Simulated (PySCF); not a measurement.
OZnH2, in a box:

```xyz
4
Lattice="10.0000 0.0000 0.0000 0.0000 13.0000 0.0000 0.0000 0.0000 11.0000" Properties=species:S:1:pos:R:3 pbc="T T T"
O     5.3572    5.3833    6.2289
Zn    5.0468    6.9529    5.4619
H     4.6688    4.7192    6.1815
H     4.8787    8.3228    4.8391
```

Base run:

- Program: PySCF 2.14.0
- Functional: TPSSh
- Potentials or basis: pob-tzvp-rev2 (all-electron)
- k mesh: 1 × 1 × 1
- Occupations: fixed
- Spin: no spin polarisation

Its results: gap between the frontier levels 7.66 eV.

Question: The run is repeated on the same cell with these changes: functional from TPSSh to WC. What comes out?

Answer: Gap between the frontier levels 6.28 eV.

TPSSh gives the wider gap, since exact exchange removes part of the self-interaction.

Caveats: this is a molecule in a periodic box at the Γ point, so its band gap is the HOMO-LUMO gap; the basis of atomic orbitals isn't converged, which shifts pressures, moduli and gaps.

